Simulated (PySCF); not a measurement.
# B⁻: dipole response in aug-cc-pCVQZ-DK

How polarisable is B⁻ at the levels listed below?

Method: unrestricted determinants in a Gaussian basis, no spin-orbit coupling in the energies. Code: PySCF 2.14.0.

## 1. Starting point

| Property | Result |
| --- | --- |
| Element | boron (Z = 5) |
| Basis | aug-cc-pCVQZ-DK |
| Hamiltonian | the spin-free X2C one-electron Hamiltonian (Gaussian nucleus) |
| State 1 | B⁻: [He] 2s2 2p2, high-spin 3P determinant |
| Methods | LC-wPBE |

Outer shells as boxes (Hund's rule):

B- [He] 2s2 2p2
```
[He] core
2s [↑↓]
2p [↑ ][↑ ][  ]
```

One driver process ran all states and methods and kept the integrals in memory. Each run is shown as a PySCF script that sums up its settings (the driver passes frozen orbitals as a list and adds second-order terms of double hybrids); the logs are those of the runs themselves. The driver starts from symmetry-adapted Hartree-Fock orbitals, holds the occupation by maximum overlap and uses a logarithmic radial grid for functionals, so a plain start would take other cycles.

The integrals over 109 functions and the set-up took 1.9 s of CPU time.

## 2. B⁻: LC-wPBE

**LC-wPBE**

The input, input.py:

```python
from pyscf import gto, scf, dft, mp, cc
import basis_set_exchange as bse
mol = gto.M(atom="B 0 0 0", charge=-1, spin=2, symmetry="D2h",
            basis=gto.basis.parse(bse.get_basis("aug-cc-pCVQZ-DK", elements=["B"], fmt="nwchem")),
            nucmod="G")
mf = dft.UKS(mol, xc="LC_WPBE").sfx2c1e()
mf.irrep_nelec = {'Ag': (2, 2), 'B1u': (1, 0), 'B2u': (1, 0)}
mf.kernel()
```

Standard output:

```text
damping factor = 0
level_shift factor = 0
DIIS = <class 'pyscf.scf.diis.CDIIS'>
diis_start_cycle = 1
diis_space = 10
diis_damp = 0
SCF conv_tol = 1e-09
SCF conv_tol_grad = None
number electrons alpha = 4  beta = 2
XC functionals = LC_WPBE
    O. A. Vydrov and G. E. Scuseria.,  J. Chem. Phys. 125, 234109 (2006)
cycle= 1 E= -24.650845694707  delta_E= -0.00452  |g|= 0.0167  |ddm|= 0.236
cycle= 2 E= -24.651104422254  delta_E= -0.000259  |g|= 0.00505  |ddm|= 0.038
cycle= 3 E= -24.6511458517617  delta_E= -4.14e-05  |g|= 0.00186  |ddm|= 0.019
cycle= 4 E= -24.6511514186371  delta_E= -5.57e-06  |g|= 0.000424  |ddm|= 0.00521
cycle= 5 E= -24.651152123903  delta_E= -7.05e-07  |g|= 0.00015  |ddm|= 0.00267
cycle= 6 E= -24.6511522530533  delta_E= -1.29e-07  |g|= 4.05e-05  |ddm|= 0.00155
cycle= 7 E= -24.6511522610031  delta_E= -7.95e-09  |g|= 6.94e-06  |ddm|= 0.000476
cycle= 8 E= -24.6511522611228  delta_E= -1.2e-10  |g|= 1.46e-06  |ddm|= 5.19e-05
converged SCF energy = -24.6511522611228  <S^2> = 2.0048815  2S+1 = 3.0032526
```

It used 66 s of CPU time after the integrals (shared host).

The occupied shells:

```csv
shell,electrons,mean orbital energy (eV),spread (eV),rms radius (bohr)
1s α,1,-178.49,0,0.384
1s β,1,-178.14,0,0.384
2s α,1,-7.515,0,2.37
2s β,1,-5.053,0,2.37
2p α,2,-0.845,0,3.59
```

⟨S²⟩ = 2.005, ⟨L²⟩ = 2.02.

The driver then solved the coupled dipole response at imaginary frequencies: mean α = 118.2 bohr³ (xx, yy, zz: 62.21, 146.2, 146.2), C₆ = 1250 au for a like pair.

Radial density 4πr²ρ of B⁻ at LC-wPBE:

```
r (bohr)  density  spin density
 0.00493   0.0217         0.000
 0.00829   0.0585         0.000
  0.0140    0.155         0.000
  0.0235    0.398         0.000
  0.0395    0.956        -0.001
  0.0664     2.06        -0.002
   0.112     3.73        -0.003
   0.188     5.02         0.003
   0.316     4.22         0.037
   0.531     1.80         0.142
   0.894     1.01         0.356
    1.50     1.55         0.574
    2.53     1.08         0.498
    4.25    0.319         0.224
    7.15   0.0481         0.045
    12.0  0.00347         0.003
```

## 3. The response side by side

B⁻, in atomic units:

```csv
method,mean α,C₆ (like pair),S(−4)
LC-wPBE,118.2,1250,13550
```

α(iu) at LC-wPBE:

```
u (hartree)  α(iu) (bohr³)
          0          118.2
     0.0500          94.60
      0.100          66.10
      0.200          35.54
      0.300          21.56
      0.500          10.20
      0.750          5.268
       1.00          3.219
       1.50          1.571
       2.00         0.9329
       3.00         0.4437
       5.00         0.1740
```

## 4. What came out

```
quantity                  value
 α of B⁻  118.2 (LC-wPBE) bohr³
```

A single London oscillator with the computed α and C₆ of B⁻ at LC-wPBE would have ω = 4 C₆ / (3 α²) = 0.119 hartree. All values hold for this basis alone; no basis-set limit was taken.
